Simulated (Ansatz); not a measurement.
# Ca2O: the cost of one run

Computed with Ansatz 0.2.0 (DFT PBE, scalar-relativistic, plane waves, PAW, unless a step's input says otherwise).

3 further runs of the same task are left out: 1 that didn't finish, 2 set aside as unsound or not needed.

### Step 1. The starting structure

The structure is cubic, space group Fd-3m (No. 227). The conventional cell has a = 8.022 Å, b = 8.022 Å, c = 8.022 Å, α = 90.00°, β = 90.00°, γ = 90.00°. Ca (site symmetry -3m) is surrounded by 6 Ca at 2.84 Å and 6 O at 3.33 Å. O (site symmetry -43m) is surrounded by 12 Ca at 3.33 Å.

As a file:

```cif
data_structure
_symmetry_space_group_name_H-M 'Fd-3m:1'
_symmetry_Int_Tables_number 227
_cell_length_a 8.0222
_cell_length_b 8.0222
_cell_length_c 8.0222
_cell_angle_alpha 90.000
_cell_angle_beta 90.000
_cell_angle_gamma 90.000
_cell_volume 516.27
loop_
_atom_site_label
_atom_site_type_symbol
_atom_site_symmetry_multiplicity
_atom_site_Wyckoff_symbol
_atom_site_fract_x
_atom_site_fract_y
_atom_site_fract_z
_atom_site_occupancy
Ca1 Ca 16 c 0.12500 0.12500 0.12500 1
O1 O 8 b 0.00000 0.00000 0.50000 1
```

(A quick probe on a coarse mesh, which set the mesh and smearing, is not shown.)

### Step 3. Relaxing cell and atoms

File input.yaml:

```yaml
crystal:
  lattice:
    - [0.0, 4.0110843471, 4.0110843471]
    - [4.0110843471, 0.0, 4.0110843471]
    - [4.0110843471, 4.0110843471, 0.0]
  atoms:
    - { symbol: Ca, position: [0.625, 0.625, 0.625] }
    - { symbol: Ca, position: [0.125, 0.625, 0.625] }
    - { symbol: Ca, position: [0.625, 0.625, 0.125] }
    - { symbol: Ca, position: [0.625, 0.125, 0.625] }
    - { symbol: O, position: [0.0, 0.0, 0.0] }
    - { symbol: O, position: [0.25, 0.25, 0.25] }
basis:
  ecutwfc: 420
kpoints:
  mp_grid: { grid: [8, 8, 8] }
hamiltonian:
  xc: pbe
scf:
  occupations: { method: gaussian, width: 0.1 }
output:
  forces: true
  stress: true
  eigenvalues: true
relax:
  adjacent_minimum: "off"
  f_tol: 0.01
  max_steps: 80
  cell: { stress_tol: 0.05 }
```

Launch:

```console
$ ansatz run input.yaml --threads 1 --pin off --max-ram 2560MiB --backend cpu --events-out ev --progress --plain --runs-dir out
```

What time and memory should one allow on 1 thread of Intel Xeon Platinum 8488C (Sapphire Rapids), shared host?

About 53 s, with a peak of 0.5 GiB.
